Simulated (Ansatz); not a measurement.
Working through vertical and adiabatic energies of changing the electron count of CH₃CuO, SMILES C[O][Cu]

Program: Ansatz 0.2.0, Python API.

At the Python prompt:
```pycon
>>> import itertools
>>> import ansatz as az
>>> from ase import Atoms
>>> from ase.data import atomic_numbers, covalent_radii
>>> import numpy as np
>>> BASIS_SET = "def2-SVP"
>>> FUNCTIONAL = "pbe"
>>> NET_CHARGE = 1
>>> atoms = Atoms(["C", "O", "Cu", "H", "H", "H"], positions=[
...     (0.5414, -0.2026, -0.0064),
...     (-0.1784, 0.9442, -0.5449),
...     (-2.407, 0.5275, 0.1638),
...     (0.1327, -1.0767, -0.4435),
...     (1.571, -0.1067, -0.2996),
...     (0.3824, -0.1497, 1.0843),
... ])
>>> molecule = az.Crystal.molecule_from_ase(atoms)
>>> model = (
...     molecule.calculation()
...     .basis(gaussian=BASIS_SET)
...     .functional(FUNCTIONAL)
... )
>>> symbols = [site.symbol for site in molecule.cartesian_sites]
>>> start = np.array([site.position_ang for site in molecule.cartesian_sites], dtype=float)
>>> report = model.relax(force_tolerance=0.01).run(threads=1).report
>>> end = np.array(report["positions_ang"])
>>> minimum = az.Crystal.molecule()
>>> for symbol, place in zip(symbols, end):
...     minimum = minimum.atom(symbol, place.tolist())
...
>>> ion = (
...     minimum.calculation()
...     .basis(gaussian=BASIS_SET)
...     .functional(FUNCTIONAL)
...     .charge(NET_CHARGE)
...     .spin("collinear", total=1)
... )
>>> vertical = ion.run(threads=1).report
>>> settled = ion.relax(force_tolerance=0.01, max_steps=80).run(threads=1).report
>>> print(f"vertical ionisation energy   {vertical['free_energy_ev'] - report['free_energy_ev']:.3f} eV")
vertical ionisation energy   8.002 eV
>>> print(f"adiabatic, no zero point     {settled['free_energy_ev'] - report['free_energy_ev']:.3f} eV")
adiabatic, no zero point     7.820 eV
>>> print(f"relaxation energy of the ion {vertical['free_energy_ev'] - settled['free_energy_ev']:.3f} eV")
relaxation energy of the ion 0.183 eV
>>> ionised = np.array(settled["positions_ang"])
>>> # pairs closer than 1.2 times the sum of covalent radii, before or after
>>> radius = [covalent_radii[atomic_numbers[s]] for s in symbols]
>>> span = lambda where, i, j: np.linalg.norm(where[i] - where[j])
>>> bonded = [(i, j) for i, j in itertools.combinations(range(len(symbols)), 2) if min(span(end, i, j), span(ionised, i, j)) < 1.2 * (radius[i] + radius[j])]
>>> print("pair        before    after (A)")
pair        before    after (A)
>>> for i, j in bonded:
...     print(f"{symbols[i]}{i}-{symbols[j]}{j}".ljust(10), f"{span(end, i, j):8.4f} {span(ionised, i, j):8.4f}")
...
C0-O1        1.3963   1.3704
C0-H3        1.1209   1.1278
C0-H4        1.1196   1.1278
C0-H5        1.1209   1.1091
O1-Cu2       1.7856   1.8168
```

The energies are electronic: no zero-point or thermal terms, and the basis set is short of its limit. The product may relax into another structure. The relaxation finds the nearest minimum, so the adiabatic value is an upper bound. Run time: 63 s on 1 thread of AMD EPYC 9R45 (Zen 5) (shared host), peak memory 0.26 GiB.
